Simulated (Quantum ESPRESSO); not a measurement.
# NbCu under changes of volume

One of the cells (16.821 Å³/atom); the others are scaled copies at fixed shape and fractional positions:

```
Nb Cu
1.0
     0.00000    2.56221    2.56221
     2.56221    0.00000    2.56221
     2.56221    2.56221    0.00000
Nb Cu
1 1
Cartesian
  0.0000 0.0000 0.0000
  2.5622 2.5622 2.5622
```

The cell was built by a generator and needn't be a form met in nature.

```yaml
Program: Quantum ESPRESSO 7.5
Functional: PBE
Potentials_or_basis: SSSP 1.3 efficiency PBE
Cutoff: 748 eV
Density_cutoff: 5987 eV
k_mesh: 9 × 9 × 9
Occupations: fermi-dirac, width 0.05 eV
Spin: no spin polarisation
```

```csv
volume (Å³/atom),energy over the lowest point (meV/atom),pressure (GPa)
15.811,?,?
16.148,13.21,6.2
16.484,3.21,2.8
16.821,0.00,-0.2
17.157,2.84,-3.0
17.494,11.08,-5.4
17.830,24.23,-7.6
```

What does the run at 15.811 Å³/atom give?

Energy over the lowest point 30.77 meV/atom; pressure 10.0 GPa.

Worked out: A Birch-Murnaghan fit of order 3 (a polynomial in V^(-2/3)) to the other rows has its minimum at 16.83 Å³/atom with B0 = V·E''(V) = 144 GPa and B' = 4.5. It gives 30.78 meV/atom at 15.811 Å³/atom, against the run's 30.77, and -dE/dV = 10.3 GPa, against 10.0.

Energies are extrapolated to zero smearing.
